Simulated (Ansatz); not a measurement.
# C2H6O2Si: the cost of one run

Method: RKS PBE-D4/STO-3G, in Ansatz 0.2.0.

## (1) The structure to begin with

Bond lengths: C1–O2 1.395 Å, O2–C3 1.434 Å, C3–Si4 1.858 Å, C1–O5 1.444 Å, Si4–O5 1.699 Å, C1–H6 1.153 Å, C1–H7 1.106 Å, C3–H8 1.041 Å, C3–H9 1.148 Å, Si4–H10 1.407 Å, Si4–H11 1.527 Å. Angles (14 of 20 angles, heavy atoms first): C1–O2–C3 105.6°, O2–C1–O5 118.7°, O2–C3–Si4 107.9°, C3–Si4–O5 93.0°, C1–O5–Si4 106.4°, O2–C1–H6 109.3°, O2–C1–H7 109.4°, O5–C1–H6 107.2°, O5–C1–H7 108.0°, O2–C3–H8 109.8°, O2–C3–H9 105.3°, Si4–C3–H8 115.4°, Si4–C3–H9 111.9°, C3–Si4–H10 117.0°.

As a file:

```xyz
11

C    -0.7443    1.1444    0.2033
O    -0.0501    0.5833    1.2756
C     0.3966   -0.6992    0.8166
Si    0.5769   -0.6132   -1.0307
O    -0.3214    0.8251   -1.1395
H    -0.7322    2.2927    0.3009
H    -1.8188    0.8974    0.2911
H    -0.2424   -1.4413    1.1687
H     1.4041   -0.8738    1.3379
H     1.8806   -0.4679   -1.5397
H    -0.2837   -1.7046   -1.6636
```

## (2) Relaxing the start

Contents of input.yaml:

```yaml
crystal:
  periodic: [false, false, false]
  atoms:
    - { symbol: C, position_ang: [-0.7443, 1.1444, 0.2033] }
    - { symbol: O, position_ang: [-0.0501, 0.5833, 1.2756] }
    - { symbol: C, position_ang: [0.3966, -0.6992, 0.8166] }
    - { symbol: Si, position_ang: [0.5769, -0.6132, -1.0307] }
    - { symbol: O, position_ang: [-0.3214, 0.8251, -1.1395] }
    - { symbol: H, position_ang: [-0.7322, 2.2927, 0.3009] }
    - { symbol: H, position_ang: [-1.8188, 0.8974, 0.2911] }
    - { symbol: H, position_ang: [-0.2424, -1.4413, 1.1687] }
    - { symbol: H, position_ang: [1.4041, -0.8738, 1.3379] }
    - { symbol: H, position_ang: [1.8806, -0.4679, -1.5397] }
    - { symbol: H, position_ang: [-0.2837, -1.7046, -1.6636] }
basis:
  gaussian: { orbitals: STO-3G }
hamiltonian:
  xc: pbe
  dispersion: d4
relax:
  f_tol: 0.02
  max_steps: 40
scf:
  lower_state_search: "off"
```

Run with:

```sh
ansatz run input.yaml --threads 1 --pin off --max-ram 2048MiB --backend cpu --events-out ev --progress --plain --runs-dir out
```

Q: Estimate wall time and peak memory on 1 thread of AMD EPYC 7R43 (Zen 3), shared host.

About 13 s, with a peak of 0.13 GiB.
